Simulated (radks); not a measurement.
# Ti⁴⁺ in [Ar]: an all-electron calculation

An exercise on one series of results from a longer session: the logs are not shown, and one member is left open.

The numbers are computed with radks (a radial shooting solver on a logarithmic mesh, Libxc functionals) version 1 (scalar-relativistic Kohn-Sham, LDA (Slater exchange, Perdew-Wang correlation), spin-polarised, spherical densities, finite nucleus), except any that are marked as measured or tabulated.

## The system

* element: titanium (Z = 22)
* charge: +4
* electrons: 18
* configuration: [Ar]
* nuclear rms radius: 3.5921 fm

The outer shells:

Ti⁴⁺
```
[Ne] core
3s [↑↓]
3p [↑↓][↑↓][↑↓]
```

The first run:

Input:

```text
Z 22
configuration [Ar]
relativity scalar-relativistic
functional lda,pw
spin polarised
nucleus finite rms 3.5921 fm
c 137.035999084
```

Among the steps run: Self-consistent calculation.

One of the session's tables, all rows but one given; the rest of the session is left out.

It belongs to the step «Radial structure». Radial moments (bohr):

| level | <r> | outermost maximum (interpolated) | 90 % within | nodes |
| --- | --- | --- | --- | --- |
| 1s | 0.06974 | 0.0456 | 0.125 | 0 |
| 2s | ? | ? | ? | ? |
| 2p | 0.2903 | 0.220 | 0.478 | 0 |
| 3s | 0.9762 | 0.858 | 1.45 | 2 |
| 3p | 1.027 | 0.880 | 1.56 | 1 |

Q: Estimate the row for 2s from the others.

As computed: <r>: 0.3258; outermost maximum (interpolated): 0.270; 90 % within: 0.506; nodes: 1. In the column «<r>» it lies between 2p (0.2903) and 3s (0.9762).
